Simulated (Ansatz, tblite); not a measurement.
# Si(OH)2Me2 (C₂H₈O₂Si): one state, many levels

How do method and basis change the picture of Si(OH)2Me2 (C₂H₈O₂Si) (singlet)?

The runs use Ansatz 0.2.0, Gaussian basis; as each input shows.

Levels to be run: GFN1-xTB, GFN2-xTB, PBE-D4/def2-TZVP, r2SCAN-D4/def2-TZVP, BHLYP-D4/def2-TZVP, B2PLYP/def2-TZVP, ωB97M-V/def2-TZVP, PBE-D4/def2-SVP, PBE0-D4/def2-SVP, HF/STO-3G, HF/6-31G, B3LYP-D4/6-31G, CCSD(T)/def2-TZVP, RPA/def2-TZVP.

2 further runs of the same task are left out: 2 set aside as unsound or not needed.

**1. The relaxed structure**

The geometry is that of the singlet, from an earlier relaxation (PBE-D4/def2-SVP).

13 atoms, charge 0, spin multiplicity 1.

Bond lengths: Si1–O2 1.689 Å, Si1–O4 1.689 Å, Si1–C6 1.875 Å, Si1–C10 1.875 Å, O2–H3 0.973 Å, O4–H5 0.973 Å, C6–H7 1.109 Å, C6–H8 1.109 Å, C6–H9 1.109 Å, C10–H11 1.109 Å, C10–H12 1.109 Å, C10–H13 1.109 Å. Angles: O2–Si1–O4 111.0°, O2–Si1–C6 112.0°, O2–Si1–C10 104.3°, O4–Si1–C6 104.3°, O4–Si1–C10 112.0°, C6–Si1–C10 113.4°, Si1–O2–H3 113.9°, Si1–O4–H5 113.9°, Si1–C6–H7 111.2°, Si1–C6–H8 111.0°, Si1–C6–H9 110.8°, H7–C6–H8 108.1°, H7–C6–H9 107.4°, H8–C6–H9 108.1°, Si1–C10–H11 110.8°, Si1–C10–H12 111.2°, Si1–C10–H13 111.0°, H11–C10–H12 107.4° and more.

PBE0-D4/def2-TZVP was run before; its log isn't repeated, and its numbers join the tables.

**2. GFN1-xTB**

Tight binding, by tblite at 300 K electronic temperature and without a spin-polarisation term:

```python
tblite.interface.Calculator('GFN1-xTB', numbers, positions, charge=0, uhf=0).singlepoint()
```

Energy -542.4013 eV, HOMO -11.33 eV, LUMO -3.80 eV; 0.02 s.

**3. GFN2-xTB**

Tight binding, by tblite at 300 K electronic temperature and without a spin-polarisation term:

```python
tblite.interface.Calculator('GFN2-xTB', numbers, positions, charge=0, uhf=0).singlepoint()
```

Energy -497.8941 eV, HOMO -10.71 eV, LUMO -2.89 eV; 0.007 s.

**4. PBE-D4/def2-TZVP**

start.molden holds the orbitals of an earlier run on this state, given as this run's starting guess.

Contents of in.yaml:

```yaml
crystal:
  periodic: [false, false, false]
  atoms:
    - {symbol: Si, position_ang: [0.287619, -0.000052, 0.204065]}
    - {symbol: O, position_ang: [0.262513, -0.078971, 1.890868]}
    - {symbol: H, position_ang: [0.646345, 0.701600, 2.327415]}
    - {symbol: O, position_ang: [1.871819, 0.078744, -0.375820]}
    - {symbol: H, position_ang: [2.410735, -0.701476, -0.156695]}
    - {symbol: C, position_ang: [-0.518482, 1.566199, -0.438179]}
    - {symbol: H, position_ang: [0.045064, 2.467108, -0.119518]}
    - {symbol: H, position_ang: [-1.558361, 1.659548, -0.065305]}
    - {symbol: H, position_ang: [-0.547498, 1.568512, -1.546960]}
    - {symbol: C, position_ang: [-0.584747, -1.566188, -0.345139]}
    - {symbol: H, position_ang: [-1.642135, -1.566522, -0.010213]}
    - {symbol: H, position_ang: [-0.100544, -2.466868, 0.085073]}
    - {symbol: H, position_ang: [-0.572328, -1.661634, -1.449592]}
basis:
  gaussian: {orbitals: def2-TZVP, initial_orbitals: start.molden}
hamiltonian: {xc: pbe, dispersion: d4}
scf: {omitted_lower_state_checks: [starts]}
output: {orbitals: {seedname: orbitals}}
```

Run with:

```
$ ansatz run in.yaml --threads 2 --pin off --events-out ev --progress --plain --max-ram 32768MiB --backend cpu
```

After this run come: r2SCAN-D4/def2-TZVP; BHLYP-D4/def2-TZVP; B2PLYP/def2-TZVP; ωB97M-V/def2-TZVP; PBE-D4/def2-SVP; PBE0-D4/def2-SVP; HF/STO-3G; HF/6-31G; B3LYP-D4/6-31G; CCSD(T)/def2-TZVP; RPA/def2-TZVP.

Before running them: what should the planned runs give, taken together? Wanted: gap in def2-TZVP, named functionals, smallest and largest; correlation energy, CCSD(T)/def2-TZVP; binding an atom, CCSD(T)/def2-TZVP; PBE0 total energy, smallest basis above largest.

As calculated:

| quantity | value |
| --- | --- |
| gap in def2-TZVP, named functionals, smallest and largest | 6.60 eV (PBE-D4), 12.65 eV (ωB97M-V) |
| correlation energy, CCSD(T)/def2-TZVP | -27.70 eV |
| binding an atom, CCSD(T)/def2-TZVP | 3.914 eV |
| PBE0 total energy, smallest basis above largest | 10.49 eV (def2-SVP, def2-TZVP) |

What this shows: Over the named functionals in def2-TZVP the gap runs from 6.60 eV (PBE-D4) to 12.65 eV (ωB97M-V); exact exchange widens it. A small miss in a minimal or small basis is a cancelling of errors, not accuracy. The functionals in def2-TZVP miss CCSD(T)/def2-TZVP by +0.015 (BHLYP-D4) to +0.182 eV (PBE-D4) an atom. CCSD(T)/def2-TZVP isn't at the basis-set limit; small misses against it rank nothing.
